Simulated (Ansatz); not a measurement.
# Sc3InC (Pm-3m): equation of state with a fit, by script

Where is the equilibrium volume of Sc3InC (Pm-3m), and how stiff is it? A script is to give an equation of state with a fit; the system is Sc3InC (Pm-3m).

Computed with the Python package of Ansatz 0.2.0. Level of theory: DFT LDA, plane waves, PAW.

## 1. The system

The structure is cubic, space group Pm-3m (No. 221). The conventional cell has a = 4.551 Å, b = 4.551 Å, c = 4.551 Å, α = 90.00°, β = 90.00°, γ = 90.00°. Around Sc (site symmetry 4/mmm) lie 2 C at 2.28 Å. In (site symmetry m-3m) is surrounded by 12 Sc at 3.22 Å. C (site symmetry m-3m) is surrounded by 6 Sc at 2.28 Å.

No structure file is read: the coordinates are typed or built in the script.

## 2. The code

Input file eos_sc3inc.py:

```python
import warnings

import ansatz as az
import numpy as np
from pymatgen.analysis.eos import EOS

VECTORS = np.array([
    [4.55062037, 0.0, 0.0],
    [0.0, 4.55062037, 0.0],
    [0.0, 0.0, 4.55062037],
])
SITES = [
    ("Sc", (0.5, 0.0, 0.5)),
    ("Sc", (0.0, 0.5, 0.5)),
    ("Sc", (0.5, 0.5, 0.0)),
    ("In", (0.0, 0.0, 0.0)),
    ("C", (0.5, 0.5, 0.5)),
]


def crystal_on(cell):
    crystal = az.Crystal(lattice=az.Lattice.of(cell))
    for symbol, position in SITES:
        crystal = crystal.atom(symbol, position)
    return crystal


def main() -> None:
    warnings.simplefilter("ignore", az.DeckWarning)

    volumes, energies = [], []
    for scale in np.linspace(0.92, 1.08, 7):
        cell = VECTORS * scale ** (1 / 3)
        calc = (
            crystal_on(cell).calculation()
            .mixing("anderson", preconditioner="local_kerker")
            .basis(530, xc_grid=3)
            .scf(max_iterations=100, extra_bands=12, lower_state_search="standard")
            .occupations("fermi_dirac", width=0.01)
            .functional("LDA")
            .kpoints(5, 5, 5)
        )
        r = calc.run().report
        volumes.append(abs(np.linalg.det(cell)) / len(SITES))
        energies.append(r["free_energy_ev"] / len(SITES))
        print(f"V = {volumes[-1]:8.4f} A^3/atom  F = {energies[-1]:.5f} eV/atom")

    for form in ["vinet"]:
        fit = EOS(eos_name=form).fit(volumes, energies)
        print(f"{form:18s} V0 {fit.v0:8.4f} A^3/atom  B0 {fit.b0_GPa:7.1f} GPa  B1 {fit.b1:5.2f}")


if __name__ == "__main__":
    main()
```

## 3. The run

Started as:

```
$ python eos_sc3inc.py
```

**Question.** Estimate the equilibrium volume and the bulk modulus.

**Answer**, as computed:

```
                      quantity            value
                 runs compared                7
               range of energy  111.26 meV/atom
lowest point, volume (Å³/atom)           17.842
      equilibrium volume (fit)    17.69 Å³/atom
            bulk modulus (fit)          113 GPa
```

A third-order Birch-Murnaghan fit through the 7 points (the script's own form differs a little) has its minimum at 17.69 Å³ an atom, 6.2 % below the typed cell, with a bulk modulus of 113 GPa and dB/dP = 4.1. From that minimum the energy rises by 2.5 meV an atom on the compressed side and 111.7 meV on the expanded side. The window is off centre, so dB/dP is rough. Reading the output:
- The mesh is modest for a metal, so energies can be off by several to tens of meV an atom and pressures by half a GPa or more; differences at equal mesh fare better.
- The structure comes from a database of computed cells and needn't be a stable or known phase.
